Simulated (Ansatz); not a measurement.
# F3GaH3P: a ladder of functionals and wavefunction methods

Aim: compute F3GaH3P with functionals from several rungs and with coupled cluster, and see how far each lands from CCSD(T) at the basis-set limit for the atomisation energy.

Method: functionals in def2-TZVPP, the program's frozen cores in correlated methods; program: Ansatz 0.2.0, Gaussian basis.

Levels to be run: LDA (SPW92), PBE-D4, revPBE-D4, BLYP-D4, r2SCAN-D4, B97M-V, PBE0-D4, B3LYP-D4, r2SCANh-D4, r2SCAN0-D4, HSE06-D4, BHLYP-D4, CAM-B3LYP-D4, LC-ωPBE, ωB97X-V, ωB97M-V, B2PLYP, PBE-QIDH; CCSD(T)/def2-SVP; CCSD(T)/def2-TZVPP; MP2/def2-QZVPP; extrapolation to the limit; RPA on PBE.

## (1) The relaxed structure

The geometry comes from an earlier relaxation with PBE0-D4 in a triple-zeta def2 set; it is a stationary point, not always the lowest conformer.

SMILES `[F][Ga-]([F])([F])[PH3+]`, 8 atoms, charge 0, spin multiplicity 1.

Atoms are counted from 1 here; the program's logs count them from 0.

Bond lengths: F1–Ga2 1.754 Å, Ga2–F3 1.754 Å, Ga2–F4 1.754 Å, Ga2–P5 2.493 Å, P5–H6 1.406 Å, P5–H7 1.406 Å, P5–H8 1.406 Å. Angles: F1–Ga2–F3 117.0°, F1–Ga2–F4 117.0°, F1–Ga2–P5 100.2°, F3–Ga2–F4 117.0°, F3–Ga2–P5 100.1°, F4–Ga2–P5 100.2°, Ga2–P5–H6 117.2°, Ga2–P5–H7 117.2°, Ga2–P5–H8 117.2°, H6–P5–H7 100.7°, H6–P5–H8 100.7°, H7–P5–H8 100.7°.

## (2) LDA

This LDA is Slater exchange with PW92 correlation.

Input file in.yaml:

```yaml
crystal:
  periodic: [false, false, false]
  atoms:
    - {symbol: F, position_ang: [-0.150421, -2.040264, 1.276939]}
    - {symbol: Ga, position_ang: [0.736087, -1.171020, 0.038419]}
    - {symbol: F, position_ang: [2.309345, -0.537026, 0.483892]}
    - {symbol: F, position_ang: [0.540587, -1.722957, -1.614626]}
    - {symbol: P, position_ang: [-0.581201, 0.944092, -0.044220]}
    - {symbol: H, position_ang: [-1.670515, 1.058755, 0.837469]}
    - {symbol: H, position_ang: [-1.197177, 1.271461, -1.265094]}
    - {symbol: H, position_ang: [0.105494, 2.139760, 0.231321]}
basis:
  gaussian: {orbitals: def2-TZVPP}
hamiltonian: {xc: lda}
output: {orbitals: {seedname: orbitals}}
```

On the command line:

```sh
$ ansatz run in.yaml --threads 4 --pin off --events-out ev --progress --plain --max-ram 10444MiB
```

The runs that follow: PBE-D4 (GGA); revPBE-D4 (GGA); BLYP-D4 (GGA); r2SCAN-D4 (meta-GGA); B97M-V (meta-GGA); PBE0-D4 (hybrid); B3LYP-D4 (hybrid); r2SCANh-D4 (hybrid); r2SCAN0-D4 (hybrid); HSE06-D4 (hybrid); BHLYP-D4 (hybrid); CAM-B3LYP-D4 (range-separated); LC-ωPBE (range-separated); ωB97X-V (range-separated); ωB97M-V (range-separated); B2PLYP (double hybrid); PBE-QIDH (double hybrid); CCSD(T) in def2-SVP; CCSD(T) in def2-TZVPP; MP2 in def2-QZVPP; RPA on PBE orbitals.

Q: Predict the results of all the runs planned. Wanted: atomisation energy, CCSD(T)/CBS; farthest beyond LDA; mean size of error, GGA; mean size of error, meta-GGA; mean size of error, hybrid; mean size of error, range-separated; mean size of error, double hybrid; gap, smallest and largest; T1 diagnostic.

**Answer**, as computed:

| quantity | value |
| --- | --- |
| atomisation energy, CCSD(T)/CBS | 26.210 eV |
| functionals within 0.262 eV (1.0 %) | PBE-D4, r2SCAN-D4, B97M-V, CAM-B3LYP-D4, LC-ωPBE, ωB97X-V, ωB97M-V |
| farthest beyond LDA | BHLYP-D4 (-1.334 eV) |
| mean size of error, GGA | 0.362 eV |
| mean size of error, meta-GGA | 0.141 eV |
| mean size of error, hybrid | 0.717 eV |
| mean size of error, range-separated | 0.148 eV |
| mean size of error, double hybrid | 0.510 eV |
| gap, smallest and largest | 6.31 eV (PBE-D4), 13.76 eV (LC-ωPBE) |
| T1 diagnostic | 0.0140 |
| triples share of the correlation energy | 3.1 % |

What this shows: The LDA atomisation energy is off by 3.933 eV (15 %): it overbinds. PBE-D4 is off by +0.049 eV. Double hybrids carry the basis error of their MP2 part in triple zeta, and no dispersion term here, so their miss is partly the set-up's. The rungs meta-GGA, range-separated miss on average by less than the doubt on the reference (0.262 eV), so they tie. Misses under about 0.262 eV are within the doubt on the reference itself, which lacks core-valence correlation, relativity and higher excitations, and its outer-core shells are covered unevenly. Hartree-Fock recovers 70 % of the binding; the rest is correlation. CCSD(T) in def2-SVP is off by -1.910 eV, which most functionals beat. Orbital gaps span 6.3 to 13.8 eV; exact exchange widens them. Correlated methods include outer-core shells of Ga, which these sets cover unevenly.
